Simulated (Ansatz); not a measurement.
# Be3H4Br2: the cost of one run

Method: DFT PBE, scalar-relativistic, plane waves, PAW, in Ansatz 0.2.0.

## Step 1: The structure to begin with

The structure is trigonal, space group P-3m1 (No. 164). The conventional cell has a = 3.161 Å, b = 3.161 Å, c = 7.743 Å, α = 90.00°, β = 90.00°, γ = 120.00°. Be (site symmetry 3m) is surrounded by 3 Br at 1.94 Å and 5 H at 1.94 Å. Be (site symmetry -3m) is surrounded by 6 H at 1.94 Å and 2 Br at 1.94 Å. H (site symmetry 3m) is surrounded by 4 Be at 1.94 Å. Around Br (site symmetry 3m) lie 4 Be at 1.94 Å.

Structure file:

```xyz
9
Lattice="3.1611 0.0000 0.0000 -1.5805 2.7376 0.0000 0.0000 0.0000 7.7430" Properties=species:S:1:pos:R:3 pbc="T T T"
Be    1.5805    0.9125    6.4525
Be    0.0000    0.0000    3.8715
Be    0.0000    1.8250    1.2905
H     0.0000    1.8250    3.2262
H     1.5805    0.9125    0.6452
H     1.5805    0.9125    4.5167
H     0.0000    1.8250    7.0977
Br    0.0000    0.0000    5.8072
Br    0.0000    0.0000    1.9357
```

The cell is invented: ordered mixture on the anion sites of fluorite (P-3m1, No. 164). Lengths come from tabulated atomic sizes and are only a guess.

## Step 2: A first look at the guess

Input file input.yaml:

```yaml
crystal:
  lattice:
    - [3.16105734, 0.0, 0.0]
    - [-1.58052867, 2.73755596, 0.0]
    - [0.0, 0.0, 7.74297753]
  atoms:
    - { symbol: Be, position: [0.66666667, 0.33333333, 0.83333333] }
    - { symbol: Be, position: [0.0, 0.0, 0.5] }
    - { symbol: Be, position: [0.33333333, 0.66666667, 0.16666667] }
    - { symbol: H, position: [0.33333333, 0.66666667, 0.41666667] }
    - { symbol: H, position: [0.66666667, 0.33333333, 0.08333333] }
    - { symbol: H, position: [0.66666667, 0.33333333, 0.58333333] }
    - { symbol: H, position: [0.33333333, 0.66666667, 0.91666667] }
    - { symbol: Br, position: [0.0, 0.0, 0.75] }
    - { symbol: Br, position: [0.0, 0.0, 0.25] }
basis:
  ecutwfc: 420
kpoints:
  mp_grid: { grid: [6, 6, 2] }
hamiltonian:
  xc: pbe
scf:
  occupations: { method: gaussian, width: 0.1 }
  lower_state_search: "off"
output:
  forces: true
  stress: true
  eigenvalues: true
```

Run with:

```sh
$ ansatz run input.yaml --threads 1 --pin off --max-ram 2048MiB --backend cpu --events-out ev --progress --plain --runs-dir out
```

What time and memory should one allow on 1 thread of Arm Neoverse V1, shared host?

About 2.6 s, with a peak of 0.3 GiB.
